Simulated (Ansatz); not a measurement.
# Ga3B2As: the cost of one run

Computed with Ansatz 0.2.0 (DFT PBE, scalar-relativistic, plane waves, PAW, unless a step's input says otherwise).

1 further run of the same task is left out (it didn't finish).

### 1 The starting structure

The structure is hexagonal, space group P6/mmm (No. 191). Conventional cell: a = 5.327 Å, b = 5.327 Å, c = 4.046 Å, α = 90.00°, β = 90.00°, γ = 120.00°. Around Ga (site symmetry mmm) lie 4 B at 2.54 Å and 4 Ga at 2.66 Å and 4 As at 3.34 Å. B (site symmetry -6m2) is surrounded by 6 Ga at 2.54 Å. As (site symmetry 6/mmm) is surrounded by 6 B at 3.08 Å and 12 Ga at 3.34 Å.

Structure file:

```
Ga B As
1.0
     5.32687    0.00000    0.00000
    -2.66343    4.61320    0.00000
     0.00000    0.00000    4.04635
Ga B As
3 2 1
Direct
  0.50000 0.50000 0.50000
  0.50000 0.00000 0.50000
  0.00000 0.50000 0.50000
  0.66667 0.33333 0.00000
  0.33333 0.66667 0.00000
  0.00000 0.00000 0.00000
```

Recipe of the guess: species swapped into a database cell of LaNi2Rh3 (P6/mmm, No. 191), with As on the La sites, B on the Ni sites and Ga on the Rh sites. The dimensions are guesses.

### 2 The guess as it stands, on a coarse mesh

Input file input.yaml:

```yaml
crystal:
  lattice:
    - [5.32686536, 0.0, 0.0]
    - [-2.66343268, 4.61320073, 0.0]
    - [0.0, 0.0, 4.04635465]
  atoms:
    - { symbol: Ga, position: [0.5, 0.5, 0.5] }
    - { symbol: Ga, position: [0.5, 0.0, 0.5] }
    - { symbol: Ga, position: [0.0, 0.5, 0.5] }
    - { symbol: B, position: [0.66666667, 0.33333333, 0.0] }
    - { symbol: B, position: [0.33333333, 0.66666667, 0.0] }
    - { symbol: As, position: [0.0, 0.0, 0.0] }
basis:
  ecutwfc: 420
kpoints:
  mp_grid: { grid: [6, 6, 4] }
hamiltonian:
  xc: pbe
scf:
  occupations: { method: gaussian, width: 0.1 }
  lower_state_search: "off"
output:
  forces: true
  stress: true
  eigenvalues: true
```

Run with:

```sh
> ansatz run input.yaml --threads 1 --pin off --max-ram 2560MiB --backend cpu --events-out ev --progress --plain --runs-dir out
```

What time and memory should one allow on 1 thread of Intel Xeon at 2.70GHz, shared host?

About 4.5 s, with a peak of 0.41 GiB.
